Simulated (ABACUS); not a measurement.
# HPbNO4 (P1) in ABACUS: a series of runs, part 2 of 2

ABACUS 3.10.1. Earlier steps stand in the parts before.

**4. Single point, PBE**

run_abacus.py reads:

```python
"""ABACUS run from a structure file: ASE reads it, the script writes STRU, KPT and INPUT."""
import re
import subprocess
import spglib
from ase import Atoms
from ase.io import read
from ase.units import Bohr

atoms = read("HPbNO4.cif")
cell, frac, numbers = spglib.standardize_cell((atoms.cell[:], atoms.get_scaled_positions(), atoms.numbers), to_primitive=True, symprec=1e-4)
atoms = Atoms(numbers=numbers, cell=cell, scaled_positions=frac, pbc=True)  # the primitive cell
atoms = atoms[(-atoms.numbers).argsort(kind="stable")]  # ABACUS lists atoms element by element
pseudo = {'Pb': 'Pb.upf', 'O': 'O.upf', 'N': 'N.upf', 'H': 'H.upf'}
orbital = {'Pb': 'Pb_confined-atom_8au_2s2p2d.orb', 'O': 'O_confined-atom_6au_2s2p1d.orb', 'N': 'N_confined-atom_6au_2s2p1d.orb', 'H': 'H_confined-atom_6au_2s1p.orb'}
magmoms = None
kmesh = [6, 4, 4]
params = {
    'suffix': 'HPbNO4',
    'calculation': 'scf',
    'basis_type': 'lcao',
    'pseudo_dir': './',
    'orbital_dir': './',
    'symmetry': 1,
    'dft_functional': 'pbe',
    'ecutwfc': 100,
    'pseudo_rcut': 7,
    'nspin': 1,
    'nbands': 33,
    'ks_solver': 'genelpa',
    'smearing_method': 'fd',
    'smearing_sigma': 0.00367493,
    'scf_thr': 1e-07,
    'scf_nmax': 100,
    'mixing_type': 'broyden',
    'mixing_beta': 0.7,
    'cal_force': 1,
    'cal_stress': 1,
    'out_mul': 1,
    'out_chg': 1,
    'out_pot': 2,
    'out_elf': 1,
}

symbols = atoms.get_chemical_symbols()
elements = list(dict.fromkeys(symbols))
lines = ["ATOMIC_SPECIES"] + [f"{e} {atoms.get_masses()[symbols.index(e)]:.4f} {pseudo[e]}" for e in elements]
if orbital:
    lines += ["", "NUMERICAL_ORBITAL"] + [orbital[e] for e in elements]
lines += ["", "LATTICE_CONSTANT", f"{1 / Bohr:.10f}", "", "LATTICE_VECTORS"]
lines += [" ".join(f"{x:.10f}" for x in v) for v in atoms.cell]
lines += ["", "ATOMIC_POSITIONS", "Direct"]
for e in elements:
    lines += ["", e, "0.0", str(symbols.count(e))]
    for i, p in enumerate(atoms.get_scaled_positions(wrap=False)):
        if symbols[i] == e:
            mag = "" if magmoms is None else " mag " + " ".join(str(x) for x in (magmoms[i] if isinstance(magmoms[i], list) else [magmoms[i]]))
            lines.append(" ".join(f"{x:.10f}" for x in p) + " 1 1 1" + mag)
open("STRU", "w").write("\n".join(lines) + "\n")
open("KPT", "w").write("K_POINTS\n0\nGamma\n%d %d %d 0 0 0\n" % tuple(kmesh))
open("INPUT", "w").write("INPUT_PARAMETERS\n" + "".join(f"{k:<20s}{v}\n" for k, v in params.items()))

done = subprocess.run(['mpirun', '-np', '4', 'abacus'])
if done.returncode:
    raise SystemExit(done.returncode)
log = open("OUT.HPbNO4/running_scf.log").read()
print("final energy (eV):", re.findall(r"FINAL_ETOT_IS (\S+)", log))
```

HPbNO4.cif reads:

```cif
data_HPbNO4
_cell_length_a 4.27531475
_cell_length_b 5.60946363
_cell_length_c 5.66989639
_cell_angle_alpha 100.01586537
_cell_angle_beta 111.91611480
_cell_angle_gamma 111.81511104
_space_group_name_H-M_alt 'P1'
_space_group_name_Hall 'P 1'
_space_group_IT_number 1
loop_
_space_group_symop_operation_xyz
'x,y,z'
loop_
_atom_site_label
_atom_site_type_symbol
_atom_site_symmetry_multiplicity
_atom_site_Wyckoff_symbol
_atom_site_fract_x
_atom_site_fract_y
_atom_site_fract_z
_atom_site_occupancy
H1 H 1 a 0.9907300000 0.0333000000 0.9099400000 1
Pb1 Pb 1 a 0.5027400000 0.8198900000 0.1428700000 1
N1 N 1 a 0.0083800000 0.4740800000 0.5026500000 1
O1 O 1 a 0.9981600000 0.9274100000 0.0287700000 1
O2 O 1 a 0.1946700000 0.7343500000 0.6085200000 1
O3 O 1 a 0.8167300000 0.3588200000 0.2455600000 1
O4 O 1 a 0.0138100000 0.3312100000 0.6521700000 1
```

Potentials or basis: Ansatz NC PBE, DZP LCAO (the cutoffs set its grid).

Started as:

```bash
$ OMP_NUM_THREADS=1 python run_abacus.py > log
```

Run time: 28 s. Hardware: 4 MPI ranks of Intel Xeon Platinum 8375C at 2.90GHz (Ice Lake), shared host; peak memory 0.68 GiB.

It converged, with:

```
Free energy            : -4414.2901 eV
Pressure               : 2.6 GPa
Largest force          : 1.377 eV/Å
Band gap on the k mesh : 2.79 eV, indirect (least direct gap 3.11 eV)
Mulliken charges       : Pb +0.01; O +0.37, -0.05, -0.04, -0.13; N +0.04; H -0.19 e
```

Forces on the atoms (eV/Å):
```
Pb   0.001 -0.445  0.453
O    0.005 -0.373  0.274
O    0.028  1.248  0.537
O   -0.035 -0.085 -1.374
O    0.003 -0.986  0.598
N    0.001 -0.047  0.022
H   -0.004  0.688 -0.509
```

Stress tensor (GPa, compression positive):
```
 0.94  0.04  0.11
 0.04  3.33 -0.30
 0.11 -0.30  3.40
```

Levels at points of the mesh, in eV from the valence-band top:
```csv
k point,band 20,band 21,band 22,band 23,band 24,band 25
"(0.00, 0.00, 0.00)",-2.08,-1.08,-0.52,3.25,4.42,5.15
"(0.50, 0.00, 0.00)",-1.10,-0.88,0.00,3.12,4.13,5.37
"(0.00, 0.50, 0.00)",-1.55,-1.03,-0.92,3.10,4.07,4.80
"(0.50, 0.50, 0.00)",-0.85,-0.63,-0.31,2.85,5.20,5.30
"(0.00, 0.00, 0.50)",-1.56,-1.00,-0.96,3.11,3.95,4.94
"(0.50, 0.00, 0.50)",-0.84,-0.62,-0.32,2.84,5.21,5.28
"(0.00, 0.50, 0.50)",-1.71,-0.97,-0.79,3.04,3.47,5.36
"(0.50, 0.50, 0.50)",-1.10,-0.86,-0.03,3.11,4.13,5.38
```

Caveat: the atomic orbitals were generated for these runs and aren't a published set; Mulliken charges move with the basis; spin-orbit coupling is left out, which as a rule narrows the gap of such compounds by several tenths of an eV; the basis of atomic orbitals isn't converged, which shifts pressures, moduli and gaps; forces of over 1 eV/Å show positions far from the minimum, so gaps and moduli don't describe the material at rest.

**5. Single point, PBE (cell strained by -0.06 along c)**

INPUT reads:

```
INPUT_PARAMETERS
suffix              HPbNO4
calculation         scf
basis_type          lcao
pseudo_dir          ./
orbital_dir         ./
symmetry            1
dft_functional      pbe
ecutwfc             100
pseudo_rcut         7
nspin               1
nbands              27
ks_solver           genelpa
smearing_method     fd
smearing_sigma      0.00367493
scf_thr             1e-07
scf_nmax            100
mixing_type         broyden
mixing_beta         0.7
cal_force           1
cal_stress          1
out_mul             1
```

STRU reads:

```
ATOMIC_SPECIES
H 1.0080 H.upf
Pb 207.2000 Pb.upf
N 14.0070 N.upf
O 15.9990 O.upf

NUMERICAL_ORBITAL
H_confined-atom_6au_2s1p.orb
Pb_confined-atom_8au_2s2p2d.orb
N_confined-atom_6au_2s2p1d.orb
O_confined-atom_6au_2s2p1d.orb

LATTICE_CONSTANT
1.8897261246

LATTICE_VECTORS
4.2394467174 -0.0319060298 0.0893561843
-2.1059158601 5.1884880488 0.0016716664
-1.9963438000 -1.7537956000 4.6200154000

ATOMIC_POSITIONS
Direct

H
0.0
1
0.9907300000 0.0333000000 0.9099400000 1 1 1

Pb
0.0
1
0.5027400000 0.8198900000 0.1428700000 1 1 1

N
0.0
1
0.0083800000 0.4740800000 0.5026500000 1 1 1

O
0.0
4
0.9981600000 0.9274100000 0.0287700000 1 1 1
0.1946700000 0.7343500000 0.6085200000 1 1 1
0.8167300000 0.3588200000 0.2455600000 1 1 1
0.0138100000 0.3312100000 0.6521700000 1 1 1
```

KPT reads:

```
K_POINTS
0
Gamma
6 4 4 0 0 0
```

Potentials or basis: PseudoDojo NC SR 0.4.1 PBE standard, DZP LCAO (the cutoffs set its grid).

Started as:

```bash
$ OMP_NUM_THREADS=1 mpirun -np 4 abacus > log
```

Run time: 12 s. Hardware: 4 MPI ranks of Intel Xeon 6975P-C (Granite Rapids), shared host; peak memory 0.68 GiB.

Results (log left out):

- Free energy: -4007.6319 eV
- Pressure: 11.4 GPa
- Largest force: 5.159 eV/Å
- Band gap on the k mesh: 2.92 eV, indirect (least direct gap 3.27 eV)
- Mulliken charges: H -0.23; Pb +1.07; N +0.10; O -0.26, -0.25, -0.18 e

Forces on the atoms (eV/Å):
```
H    0.038  2.350 -1.689
Pb  -0.247 -0.660  0.616
N    0.027  1.121  0.709
O    0.186 -1.795  1.411
O    0.119  1.930  0.624
O   -0.268  0.436 -5.133
O    0.146 -3.382  3.461
```

Stress tensor (GPa, compression positive):
```
 4.08  0.35  0.11
 0.35 12.40 -4.99
 0.11 -4.99 17.68
```

Levels at points of the mesh, in eV from the valence-band top:
| k point | band 20 | band 21 | band 22 | band 23 | band 24 | band 25 |
| --- | --- | --- | --- | --- | --- | --- |
| (0.00, 0.00, 0.00) | -2.28 | -1.13 | -0.54 | 3.44 | 4.55 | 5.26 |
| (0.50, 0.00, 0.00) | -1.28 | -0.85 | 0.00 | 3.30 | 4.35 | 5.60 |
| (0.00, 0.50, 0.00) | -1.64 | -1.11 | -0.97 | 3.28 | 4.12 | 5.13 |
| (0.50, 0.50, 0.00) | -0.96 | -0.60 | -0.30 | 3.00 | 5.27 | 5.45 |
| (0.00, 0.00, 0.50) | -1.57 | -1.13 | -0.92 | 3.25 | 4.17 | 4.94 |
| (0.50, 0.00, 0.50) | -0.94 | -0.59 | -0.33 | 2.96 | 5.30 | 5.63 |
| (0.00, 0.50, 0.50) | -1.65 | -1.04 | -0.81 | 3.17 | 3.60 | 5.48 |
| (0.50, 0.50, 0.50) | -1.23 | -0.84 | -0.07 | 3.27 | 4.33 | 5.77 |

Caveat: the atomic orbitals were generated for these runs and aren't a published set; Mulliken charges move with the basis; spin-orbit coupling is left out, which as a rule narrows the gap of such compounds by several tenths of an eV; the basis of atomic orbitals isn't converged, which shifts pressures, moduli and gaps; forces of over 1 eV/Å show positions far from the minimum, so gaps and moduli don't describe the material at rest.

**6. Single point, PBE (cell strained by -0.03 along c)**

Changes to INPUT since step 5:

```diff
@@ -22 +22,4 @@
 out_mul             1
+out_chg             1
+out_pot             2
+out_elf             1
```

Changes to STRU since step 5:

```diff
@@ -16,5 +16,5 @@
 LATTICE_VECTORS
-4.2394467174 -0.0319060298 0.0893561843
--2.1059158601 5.1884880488 0.0016716664
--1.9963438000 -1.7537956000 4.6200154000
+4.2573783587 -0.0161530149 0.0478580921
+-2.0949529300 5.1981190244 -0.0236991668
+-2.0600569000 -1.8097678000 4.7674627000
```

KPT is that of step 5.

Potentials or basis: PseudoDojo NC SR 0.4.1 PBE standard, DZP LCAO (the cutoffs set its grid).

Started as:

```bash
$ OMP_NUM_THREADS=1 mpirun -np 4 abacus > log
```

running log:

```text
ABACUS v3.10.1

               Atomic-orbital Based Ab-initio Computation at UStc

 ------------------------------------------------------------------------------------

 READING GENERAL INFORMATION
                           global_out_dir = OUT.HPbNO4/
                           global_in_card = INPUT
                               pseudo_dir = ./
                              orbital_dir = ./
                                    DSIZE = 4
                                    GSIZE = 1

 READING UNITCELL INFORMATION
                                    ntype = 4
[... 662 lines left out ...]
 correction force for each atom along direction 2 is 1.62301e-06
 correction force for each atom along direction 3 is 7.88098e-07
------------------------------------------------------------------------------------------
 TOTAL-FORCE (eV/Angstrom)
------------------------------------------------------------------------------------------
                        H1         0.0255631434         1.4554825370        -1.0731346100
                       Pb1        -0.1161470928        -0.4755985065         0.3962749820
                        N1         0.0098352282         0.4191840167         0.3232304758
                        O1         0.0769175586        -1.0758717728         0.8572597477
                        O2         0.0764776592         1.6632068908         0.5823514747
                        O3        -0.1249795778         0.1966677201        -3.1284221766
                        O4         0.0523330811        -2.1830708853         2.0424401063
------------------------------------------------------------------------------------------

----------------------------------------------------------------
 TOTAL-STRESS (KBAR)
----------------------------------------------------------------
        26.9159526530         2.1050741775         0.5059925988
         2.1050741775        82.3607989171       -26.1434672071
         0.5059925988       -26.1434672071       104.0344959998
----------------------------------------------------------------
 TOTAL-PRESSURE: 71.103749 KBAR

 --------------------------------------------
 !FINAL_ETOT_IS -4007.9226839179113995 eV
 --------------------------------------------
```

stdout:

```text
ABACUS v3.10.1

               Atomic-orbital Based Ab-initio Computation at UStc

%%%%%%%%%%%%%%%%%%%%%%%%%%%%%%%%%%%%%%%%%%%%%%%%%%%%%%%%%%%%%%%%%%%%%%%%%%%%%%%%%%%%%%%%%%%%%%%%%%%%%%%%%
 Warning: the number of valence electrons in pseudopotential > 4 for Pb: [Xe] 4f14 5d10 6s2 6p2
[... 42 lines left out ...]
 TOTAL-STRESS (KBAR)
----------------------------------------------------------------
        26.9159526530         2.1050741775         0.5059925988
         2.1050741775        82.3607989171       -26.1434672071
         0.5059925988       -26.1434672071       104.0344959998
----------------------------------------------------------------
 TOTAL-PRESSURE: 71.103749 KBAR
```

mulliken.txt:

```text
 0
CALCULATE THE MULLIkEN ANALYSIS FOR EACH ATOM
 Total charge:	44
Decomposed Mulliken populations
0                              Zeta of H              Spin 1
s                                      0              1.0136
s                                      1              0.0263
SUM OVER M+Zeta                                       1.0398

pz                                     0              0.0575
px                                     0              0.0444
py                                     0              0.0705
SUM OVER M                                            0.1724
SUM OVER M+Zeta                                       0.1724
[... 167 lines left out ...]
dz^2                                   0              0.0092
dxz                                    0              0.0090
dyz                                    0              0.0224
dx^2-y^2                               0              0.0073
dxy                                    0              0.0190
SUM OVER M                                            0.0668
SUM OVER M+Zeta                                       0.0668

SUM OVER M+Zeta+L                                     6.2582

Total Charge on atom:                  O              6.2582
```

It took 13 s on 4 MPI ranks of Intel Xeon 6975P-C (Granite Rapids), shared host; peak memory 0.72 GiB.

Results:

* Free energy: -4007.9227 eV
* Pressure: 7.1 GPa
* Largest force: 3.137 eV/Å
* Band gap on the k mesh: 2.86 eV, indirect (least direct gap 3.19 eV)
* Mulliken charges: H -0.21; Pb +1.08; N +0.11; O -0.27, -0.24, -0.21, -0.26 e

Forces in eV/Å, atoms in the order of the input:
```
H    0.026  1.455 -1.073
Pb  -0.116 -0.476  0.396
N    0.010  0.419  0.323
O    0.077 -1.076  0.857
O    0.076  1.663  0.582
O   -0.125  0.197 -3.128
O    0.052 -2.183  2.042
```

Stress tensor (GPa, compression positive):
```
 2.69  0.21  0.05
 0.21  8.24 -2.61
 0.05 -2.61 10.40
```

Caveat: the atomic orbitals were generated for these runs and aren't a published set; Mulliken charges move with the basis; spin-orbit coupling is left out, which as a rule narrows the gap of such compounds by several tenths of an eV; the basis of atomic orbitals isn't converged, which shifts pressures, moduli and gaps; forces of over 1 eV/Å show positions far from the minimum, so gaps and moduli don't describe the material at rest.

**7. Summary**

| potentials or basis | spin | cell | k mesh | mixing share | symmetry key | gap on the mesh (eV) | pressure (GPa) | largest force (eV/Å) |
| --- | --- | --- | --- | --- | --- | --- | --- | --- |
| PseudoDojo NC FR 0.4 PBE standard, DZP LCAO (the cutoffs set its grid) | off | as given | 5 × 4 × 4 | 0.7 | 1 | 2.90 | 3.5 | 1.49 |
| PseudoDojo NC FR 0.4 PBE standard, DZP LCAO (the cutoffs set its grid) | SOC, no magnetisation | as given | 5 × 4 × 4 | 0.4 | 0 | 2.81 | 3.5 | 1.49 |
| Ansatz NC PBE, DZP LCAO (the cutoffs set its grid) | off | as given | 6 × 4 × 4 | 0.7 | 1 | 2.79 | 2.6 | 1.38 |
| PseudoDojo NC SR 0.4.1 PBE standard, DZP LCAO (the cutoffs set its grid) | off | cell strained by -0.06 along c | 6 × 4 × 4 | 0.7 | 1 | 2.92 | 11.4 | 5.16 |
| PseudoDojo NC SR 0.4.1 PBE standard, DZP LCAO (the cutoffs set its grid) | off | cell strained by -0.03 along c | 6 × 4 × 4 | 0.7 | 1 | 2.86 | 7.1 | 3.14 |

Alike in all rows: task single point; level PBE; cutoff (eV) 1361; smearing fermi-dirac 0.05 eV.

Caveats: the atomic orbitals were generated for these runs and aren't a published set; the basis of atomic orbitals isn't converged, which shifts pressures, moduli and gaps; forces of over 1 eV/Å show positions far from the minimum, so gaps and moduli don't describe the material at rest; spin-orbit coupling is left out, which as a rule narrows the gap of such compounds by several tenths of an eV (some runs); an odd mesh through Γ misses points on the zone boundary, where band edges often lie (some runs).

Absolute energies hang on the potentials; compare differences alone.
